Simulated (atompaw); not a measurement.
# Cerium: generating and testing a PAW (atompaw) potential

Aim: build the potential from the settings below, then test how well it stands in for the atom: scattering, ghost states and the plane-wave cutoff that it needs.

The numbers are computed with atompaw 4.2.0.5 (PBE, scalar-relativistic, spin-unpolarised reference atom).

**1. Settings**

Typed settings, in words:

```json
{"element": "cerium (Ce, Z = 58)", "type": "PAW", "frozen core": "[Xe]", "valence charge": "4", "reference configuration": "4f0 5d2 6s2 6p0", "partial waves": "6s (bound): rc 3.00 bohr; 6s channel at 1.1 Ry: rc 3.00 bohr; 6p (bound, empty): rc 3.00 bohr; 6p channel at 0.25 Ry: rc 3.00 bohr; 5d (bound): rc 3.00 bohr; 5d channel at 1.75 Ry: rc 3.00 bohr; 4f (bound, empty): rc 1.60 bohr; 4f channel at 1.2 Ry: rc 1.60 bohr", "local potential": "troulliermartins scheme with l = 4 at 0 Ry, radius 2.10 bohr", "core correction": "smooth core density matched at 2.80 bohr", "augmentation charge": "besselshape compensation charge, radius 2.80 bohr; PAW radius 3.00 bohr; waves and projectors: custom polynom vanderbiltortho"}
```

An earlier all-electron run gives the scale for the radii.

All-electron outer shells of the reference configuration (PBE, scalar-relativistic, ld1.x):

```
shell  level (eV)  outermost node (bohr)  outermost maximum (bohr)
   5s      -43.89                   0.75                      1.35
   5p      -25.79                   0.80                      1.51
   4f      -11.41                      –                      0.69
   5d       -4.07                   0.91                      2.04
   6s       -3.99                   1.77                      3.59
   6p       -1.39                   2.08                      4.66
```

**2. Generating the potential**

Ce.input reads:

```
Ce 58
GGA-PBE scalarrelativistic loggrid 2001 logderivrange -3 5 201
6 6 5 4 0 0
6 1 0
5 2 2
4 3 0
0 0 0
c
c
c
c
c
v
c
c
c
c
v
c
c
v
v
3
3.00 2.80 2.10 2.80
y
1.1
n
y
0.25
n
y
1.75
n
y
1.2
n
custom polynom vanderbiltortho besselshape
4 0 troulliermartins
3.00
3.00
3.00
3.00
3.00
3.00
1.60
1.60
PWSCFOUT
UPFDX 0.0125d0 UPFXMIN -7.d0 UPFZMESH 58.d0
END
```

Command:

```bash
$ atompaw < Ce.input > Ce.log
```

Before running it: what results should come out? Wanted: cutoffs for 10 and 1 mRy, occupied levels; bound ghosts; largest phase difference near zero energy, channels read; lowest eigenvalue of the overlap; share of valence orbitals outside the PAW sphere; UPF file.

As calculated:

| quantity | value |
| --- | --- |
| cutoffs for 10 and 1 mRy, occupied levels | 8 Ry and 15 Ry |
| bound ghosts | s at -52.67 eV, p at -26.11 eV |
| largest phase difference near zero energy, channels read | 0.001 rad |
| lowest eigenvalue of the overlap (Bessel basis) | 0.331 (s) |
| share of valence orbitals outside the PAW sphere | 6s 80 %, 6p 94 %, 5d 31 %, 4f 1 % |
| UPF file | written |

A bound ghost (s, p) makes it unfit for use: electrons can fall into a state that the atom doesn't have. Close by lies the frozen 5p level (-25.8 eV). By its cutoff, 8 Ry for the looser tolerance, it is soft on the atom at that tolerance. The slowest occupied level is 5d: taken alone it needs 10 Ry to come within 1 mRy, against 6 Ry or less for 6s. That counts occupied waves only; other projectors can need more. Near zero energy the phases of the channels with partial waves agree within 0.001 rad. These are tests on the free atom; a crystal test is still owed.
